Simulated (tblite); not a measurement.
# C5H7ClO3Si: the cost of one run

Programs: tblite 0.8.0 and PySCF 2.14.0, with density-fitted response routines of our own. Each step states its level of theory. These are calculated values for one molecule in the gas phase, unless marked as measured. Atoms are numbered from 0 throughout.

### 1 The molecule as given

17 atoms, charge 0, multiplicity 1; geometry from: force field or distance geometry start.

Bonds of the start (Å): C0–O1 1.43, O1–C2 1.40, C2–C3 1.33, C3–Cl4 1.79, C3–C5 1.46, C5–O6 1.40, O6–C7 1.38, C7–O8 1.26, C7–Si9 1.82, Si9–C5 1.86, C0–H10 1.13, C0–H11 1.12, C0–H12 1.09, C2–H13 1.08, C5–H14 1.12, Si9–H15 1.46, Si9–H16 1.46.

### 2 Optimising the geometry with GFN2-xTB

Job settings and geometry (Å):

```
{"job": {"kind": "relax", "xc": "GFN2-xTB", "basis": "xTB"}, "charge": 0, "multiplicity": 1}
C      2.430800    -0.631000    -0.637000
O      1.687100     0.574600    -0.475000
C      1.284100     0.842100     0.834900
C     -0.011000     0.939200     1.105800
Cl    -0.437800     1.285200     2.804800
C     -1.106300     0.758100     0.156600
O     -0.799400     0.480700    -1.179800
C     -2.040800    -0.076300    -1.433100
O     -2.877100    -0.056200    -2.375100
Si    -1.970300    -0.891900     0.191100
H      2.698400    -0.740900    -1.724600
H      1.837300    -1.526900    -0.336600
H      3.363000    -0.570800    -0.080400
H      2.056200     0.981900     1.576200
H     -1.855400     1.588100     0.226900
H     -1.085500    -2.048400     0.330400
H     -3.180300    -0.895500     1.004800
```

Run with:

```bash
$ OMP_NUM_THREADS=1 python probes_run.py task.json out
```

The driver reads the jobs from task.json and runs them one after another.

Q: Estimate the wall time and peak memory of this first job on 1 thread of Arm Neoverse N1, shared host.

About 3.4 s, with a peak of 0.18 GiB.
